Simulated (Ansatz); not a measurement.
# CH2BF3O2Se: one species, many methods

The task here is to estimate one member of a computed series from the others.

Method: functionals in def2-TZVPP, the program's frozen cores in correlated methods; program: Ansatz 0.2.0, Gaussian basis.

Levels to be run: PBE-D4, r2SCAN-D4, PBE0-D4, B3LYP-D4, ωB97X-V, ωB97M-V, B2PLYP; CCSD(T)/def2-TZVPP; MP2/def2-QZVPP; extrapolation to the limit.

## Structure used throughout

All runs share one geometry, relaxed beforehand with PBE0-D4 in a triple-zeta def2 set.

10 atoms, charge 0, spin multiplicity 1.

Atoms are counted from 1 here; the program's logs count them from 0.

Bond lengths: O1–B2 1.360 Å, O1–H9 0.959 Å, B2–O3 1.348 Å, B2–Se4 1.978 Å, O3–H10 0.963 Å, Se4–C5 1.966 Å, C5–F6 1.327 Å, C5–F7 1.335 Å, C5–F8 1.327 Å. Angles: B2–O1–H9 116.3°, O1–B2–O3 120.6°, O1–B2–Se4 119.6°, O3–B2–Se4 119.8°, B2–O3–H10 112.5°, B2–Se4–C5 99.0°, Se4–C5–F6 112.7°, Se4–C5–F7 107.3°, Se4–C5–F8 112.7°, F6–C5–F7 107.9°, F6–C5–F8 108.0°, F7–C5–F8 107.9°.

Set-up of the first run:

Contents of in.yaml:

```yaml
crystal:
  periodic: [false, false, false]
  atoms:
    - {symbol: O, position_ang: [0.701939, 0.111851, -2.403305]}
    - {symbol: B, position_ang: [0.439244, 0.175753, -1.070769]}
    - {symbol: O, position_ang: [1.112753, 1.033736, -0.279138]}
    - {symbol: Se, position_ang: [-0.944836, -1.003276, -0.290927]}
    - {symbol: C, position_ang: [-0.818934, -0.426379, 1.583890]}
    - {symbol: F, position_ang: [-1.108084, 0.858801, 1.745666]}
    - {symbol: F, position_ang: [-1.708544, -1.138057, 2.279087]}
    - {symbol: F, position_ang: [0.379955, -0.646545, 2.108965]}
    - {symbol: H, position_ang: [0.186557, -0.519988, -2.907583]}
    - {symbol: H, position_ang: [1.759939, 1.554094, -0.765887]}
basis:
  gaussian: {orbitals: def2-TZVPP}
hamiltonian: {xc: pbe, dispersion: d4}
output: {forces: true, orbitals: {seedname: orbitals}}
```

Command:

```console
ansatz run in.yaml --threads 2 --pin off --events-out ev --progress --plain --max-ram 22528MiB --backend cuda --devices 0, --max-vram 18GiB
```

Among the steps run: PBE-D4 (GGA); r2SCAN-D4 (meta-GGA); PBE0-D4 (hybrid); B3LYP-D4 (hybrid); ωB97X-V (range-separated); ωB97M-V (range-separated); B2PLYP (double hybrid); CCSD(T) in def2-TZVPP; MP2 in def2-QZVPP.

One table of the session follows, with a row left open; its other results are not shown here.

It belongs to the step «Atomisation energies». 

```
            method  atomisation energy (kcal/mol)
            PBE-D4                              ?
         r2SCAN-D4                          989.1
           PBE0-D4                          981.1
          B3LYP-D4                          970.4
           ωB97X-V                          980.0
           ωB97M-V                          981.2
            B2PLYP                          964.5
     HF/def2-TZVPP                          656.5
    MP2/def2-TZVPP                          994.9
   CCSD/def2-TZVPP                          924.0
CCSD(T)/def2-TZVPP                          947.1
           MP2/CBS                         1025.7
       CCSD(T)/CBS                          977.9
```

Estimate the missing values for PBE-D4.

**Answer.** atomisation energy (kcal/mol): 1021.8. In the column «atomisation energy (kcal/mol)» it lies between MP2/def2-TZVPP (994.9) and MP2/CBS (1025.7).
